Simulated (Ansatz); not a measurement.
# ScBPt3: single points about a listed cell

Computed with Ansatz 0.2.0 (DFT PBE, scalar-relativistic, plane waves, PAW, unless a step's input says otherwise).

## 1. The structure to begin with

Symmetry: Pm-3m, No. 221, cubic system. The conventional cell has a = 4.262 Å, b = 4.262 Å, c = 4.262 Å, α = 90.00°, β = 90.00°, γ = 90.00°. Sc (site symmetry m-3m) has 12 Pt at 3.01 Å as nearest neighbours. B (site symmetry m-3m) has 6 Pt at 2.13 Å as nearest neighbours. Pt (site symmetry 4/mmm) is surrounded by 2 B at 2.13 Å.

Coordinates:

```cif
data_structure
_symmetry_space_group_name_H-M 'P 1'
_symmetry_Int_Tables_number 1
_cell_length_a 4.2622
_cell_length_b 4.2622
_cell_length_c 4.2622
_cell_angle_alpha 90.000
_cell_angle_beta 90.000
_cell_angle_gamma 90.000
_cell_volume 77.43
loop_
_atom_site_label
_atom_site_type_symbol
_atom_site_fract_x
_atom_site_fract_y
_atom_site_fract_z
_atom_site_occupancy
Sc1 Sc 0.00000 0.00000 0.00000 1
B1 B 0.50000 0.50000 0.50000 1
Pt1 Pt 0.00000 0.50000 0.50000 1
Pt2 Pt 0.50000 0.50000 0.00000 1
Pt3 Pt 0.50000 0.00000 0.50000 1
```

The structure comes from the Materials Project (structure only).

## 2. One element swapped: Pt → Ta, probe on a coarse mesh

The change: Ta takes all sites of Pt, and lengths are scaled by 1.092 as a first guess of the size; strain xx, yy, zz, yz, xz, xy = -2.4, -2.4, -2.4, +0.0, +0.0, +0.0 %.

Input file input.yaml:

```yaml
crystal:
  lattice:
    - [4.5422899244, 0.0, 0.0]
    - [0.0, 4.5422899244, 0.0]
    - [0.0, 0.0, 4.5422899244]
  atoms:
    - { symbol: Sc, position: [0.0, 0.0, 0.0] }
    - { symbol: B, position: [0.5, 0.5, 0.5] }
    - { symbol: Ta, position: [0.0, 0.5, 0.5] }
    - { symbol: Ta, position: [0.5, 0.5, 0.0] }
    - { symbol: Ta, position: [0.5, 0.0, 0.5] }
basis:
  ecutwfc: 420
kpoints:
  mp_grid: { grid: [4, 4, 4] }
hamiltonian:
  xc: pbe
scf:
  occupations: { method: gaussian, width: 0.1 }
output:
  forces: true
  stress: true
  eigenvalues: true
```

Launch:

```bash
$ ansatz run input.yaml --threads 1 --pin off --max-ram 1331MiB --backend cpu --events-out ev --progress --plain --runs-dir out
```

**Question.** How long does this run take on 1 thread of an x86-64 CPU, shared host, and how much memory does it need?

About 3 s, with a peak of 0.38 GiB.
